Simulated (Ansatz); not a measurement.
# Cs2WBr6: the cost of one run

Program: Ansatz 0.2.0. Level of theory: DFT r²SCAN+U (U_eff = 2 eV on W d), plane waves, PAW, no spin–orbit coupling unless a run says so. These are calculated values, not measurements.

## (1) The starting structure

Symmetry: Fm-3m, No. 225, cubic system. Conventional cell: a = 10.733 Å, b = 10.733 Å, c = 10.733 Å, α = 90.00°, β = 90.00°, γ = 90.00°. Cs (site symmetry -43m) has 12 Br at 3.80 Å in its first shell of neighbours. W (site symmetry m-3m) is surrounded by 6 Br at 2.63 Å. Br (site symmetry 4mm) has 1 W at 2.63 Å and 4 Cs at 3.80 Å in its first shell of neighbours.

As a file:

```xyz
9
Lattice="0.0000 5.3665 5.3665 5.3665 0.0000 5.3665 5.3665 5.3665 0.0000" Properties=species:S:1:pos:R:3 pbc="T T T"
Cs    2.6833    2.6833    2.6833
Cs    8.0498    8.0498    8.0498
W     0.0000    0.0000    0.0000
Br    2.6296    5.3665    5.3665
Br    8.1034    5.3665    5.3665
Br    5.3665    2.6296    5.3665
Br    5.3665    8.1034    5.3665
Br    5.3665    5.3665    2.6296
Br    5.3665    5.3665    8.1034
```

Magnetic order typed: ferromagnetic.

## (2) From atoms, symmetry kept, no search

input.yaml

```yaml
crystal:
  lattice:
    - [0.0, 5.36650043, 5.36650043]
    - [5.36650043, 0.0, 5.36650043]
    - [5.36650043, 5.36650043, 0.0]
  atoms:
    - { symbol: Cs, position: [0.25, 0.25, 0.25] }
    - { symbol: Cs, position: [0.75, 0.75, 0.75] }
    - { symbol: W, position: [0.0, 0.0, 0.0], spin: 2.0 }
    - { symbol: Br, position: [0.755, 0.245, 0.245] }
    - { symbol: Br, position: [0.245, 0.755, 0.755] }
    - { symbol: Br, position: [0.245, 0.755, 0.245] }
    - { symbol: Br, position: [0.755, 0.245, 0.755] }
    - { symbol: Br, position: [0.245, 0.245, 0.755] }
    - { symbol: Br, position: [0.755, 0.755, 0.245] }
basis:
  ecutwfc: 500
  ecutrho_ratio: 4
kpoints:
  mp_grid: { grid: [3, 3, 3] }
hamiltonian:
  xc: r2scan
  hubbard: { sites: [{ site: 2, l: d, u_eff: 2.0 }] }
scf:
  occupations: { method: gaussian, width: 0.05 }
  lower_state_search: "off"
  max_iter: 150
output:
  forces: true
  stress: true
  eigenvalues: true
  populations: true
  hubbard: { sites: [{ site: 2, l: d }] }
magnetization:
  spin_polarized: true
```

Started as:

```bash
ansatz run input.yaml --threads 8 --pin off --max-ram 12288MiB --backend cpu --events-out ev --progress --plain --runs-dir out
```

**Question.** How long does this run take on 8 threads of Arm Neoverse V2, shared host, and how much memory does it need?

About 9.1 s, with a peak of 1.8 GiB.
